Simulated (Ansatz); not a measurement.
# BHF₂ + H₂S: a complex and its separated parts

Aim: how far the complex at one end of a reaction step lies below its separated, relaxed parts, level by level.

Computed with Ansatz 0.2.0, Gaussian basis. Level: PBE0-D4/def2-TZVP structures, single points in def2-TZVPP, no counterpoise correction.

Levels: SPW92, PBE-D4, BLYP-D4, r2SCAN-D4, B97M-V, PBE0-D4, B3LYP-D4, r2SCAN0-D4, BHLYP-D4, CAM-B3LYP-D4, wB97X-V, wB97M-V, B2PLYP, PBE-QIDH, RPA on PBE, Hartree-Fock, MP2, CCSD, CCSD(T).

Correlated methods freeze the cores. B3LYP uses VWN-RPA correlation. B2PLYP carries no dispersion term here.

20 further runs of the same task are left out: 20 set aside as unsound or not needed.

**1. The starting structure**

The complex: 7 atoms, charge 0, spin multiplicity 1.

Atoms are counted from 1 here; the program's logs count them from 0.

Bond lengths: B1–F3 1.318 Å, B1–F4 1.321 Å, B1–H6 1.192 Å, S2–H5 1.342 Å, S2–H7 1.342 Å. Angles: F3–B1–F4 117.8°, F3–B1–H6 120.9°, F4–B1–H6 120.7°, H5–S2–H7 92.5°.

Coordinates:

```xyz
7

B    -1.2069   -0.4250    0.2282
S     1.4529    0.3804   -0.8309
F    -1.5529   -1.1252   -0.8332
F    -1.6184    0.8282    0.3003
H     2.1956   -0.2340    0.1027
H    -0.6818   -0.9474    1.1616
H     1.4113    1.5232   -0.1287
```

Its parts: BHF₂ holds atoms 1, 3, 4, 6; H₂S holds atoms 2, 5, 7. Each part counts its atoms afresh in its own runs.

**2. Relaxing BHF₂ alone**

relax-a/in.yaml

```yaml
crystal:
  periodic: [false, false, false]
  atoms:
    - {symbol: B, position_ang: [-1.206908, -0.424962, 0.228201]}
    - {symbol: F, position_ang: [-1.552890, -1.125236, -0.833218]}
    - {symbol: F, position_ang: [-1.618376, 0.828151, 0.300335]}
    - {symbol: H, position_ang: [-0.681784, -0.947396, 1.161556]}
basis:
  gaussian: {orbitals: def2-TZVP}
hamiltonian: {xc: pbe0, dispersion: d4}
relax: {f_tol: 0.005, max_steps: 200}
```

No record of the launch command was kept for these runs.

The runs that follow: Relaxing H₂S alone; wB97M-V/def2-TZVPP; CCSD(T)/def2-TZVPP; Vibrations of BHF₂; Vibrations of H₂S.

Before running it: what results should come out? Wanted: complex less parts, CCSD(T)/def2-TZVPP; with zero-point energy; largest T1 diagnostic.

As calculated:

```
                              quantity         value
complex less parts, CCSD(T)/def2-TZVPP  -10.1 kJ/mol
                with zero-point energy   -5.5 kJ/mol
                 largest T1 diagnostic         0.013
```

**Reading.** At CCSD(T) the complex lies 10.1 kJ/mol below its parts. PBE-QIDH is the best functional here (-0.3 kJ/mol from CCSD(T)); SPW92 is the worst (-14.2 kJ/mol). By rung, the mean size of the error is: LDA 14.2, GGA 4.4, meta-GGA 3.4, hybrid 3.3, range-separated hybrid 2.3, double hybrid 1.6 kJ/mol. PBE-D4 gives a relative energy 5.7 kJ/mol too low, an error of 56 % of the reference. The complex's frequency run has imaginary modes: the structure is no minimum, so both the energy and the zero-point correction are in doubt. No counterpoise was applied, and triple zeta lacks some correlation, so the CCSD(T) reference has a basis error of its own, and close matches with it are partly luck.
